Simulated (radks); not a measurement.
# Br⁴⁺ in [Ar] 3d10 4s2 4p0.5 5p0.5: an all-electron calculation

One table from this session's results is given with a row withheld; the runs are named, their logs left out.

Program: radks (a radial shooting solver on a logarithmic mesh, Libxc functionals) version 1. Level of theory: Dirac Kohn-Sham, BLYP, spin-unpolarised, spherical densities, finite nucleus; open shells fill j = l - 1/2 first. These are calculated values, not measurements, unless marked.

## The system

```
element            : bromine (Z = 35)
charge             : +4
electrons          : 31
configuration      : [Ar] 3d10 4s2 4p0.5 5p0.5
nuclear rms radius : 4.1629 fm
```

Set-up of the first run:

The run's settings:

```text
Z 35
configuration [Ar] 3d10 4s2 4p0.5 5p0.5
relativity Dirac
functional b88,lyp
spin unpolarised
j_filling energy
nucleus finite rms 4.1629 fm
c 137.035999084
```

Steps of the session up to this table: Self-consistent calculation.

One of the session's tables, all rows but one given; the rest of the session is left out.

It belongs to the step «Orbitals and density». Sizes of the orbitals, from the radial functions (bohr):

```
level      <r>  outermost maximum (interpolated)  90 % within  nodes
1s1/2  0.04274                            0.0279       0.0764      0
2s1/2   0.1893                             0.159        0.293      1
2p1/2   0.1627                             0.125        0.266      0
2p3/2   0.1666                             0.128        0.272      0
3s1/2   0.5507                             0.484        0.820      2
3p1/2   0.5559                             0.475        0.849      1
3p3/2        ?                                 ?            ?      ?
3d3/2   0.5824                             0.428        0.957      0
3d5/2   0.5863                             0.431        0.964      0
4s1/2    1.492                              1.34         2.17      3
4p1/2    1.657                              1.47         2.43      2
4p3/2    1.680                              1.49         2.46      2
5p1/2    3.539                              3.43         5.01      3
5p3/2    3.574                              3.47         5.06      3
```

Q: Estimate the row for 3p3/2 from the others.

The run gave: <r>: 0.5663; outermost maximum (interpolated): 0.484; 90 % within: 0.865; nodes: 1. In the column «<r>» it lies between 3p1/2 (0.5559) and 3d3/2 (0.5824).
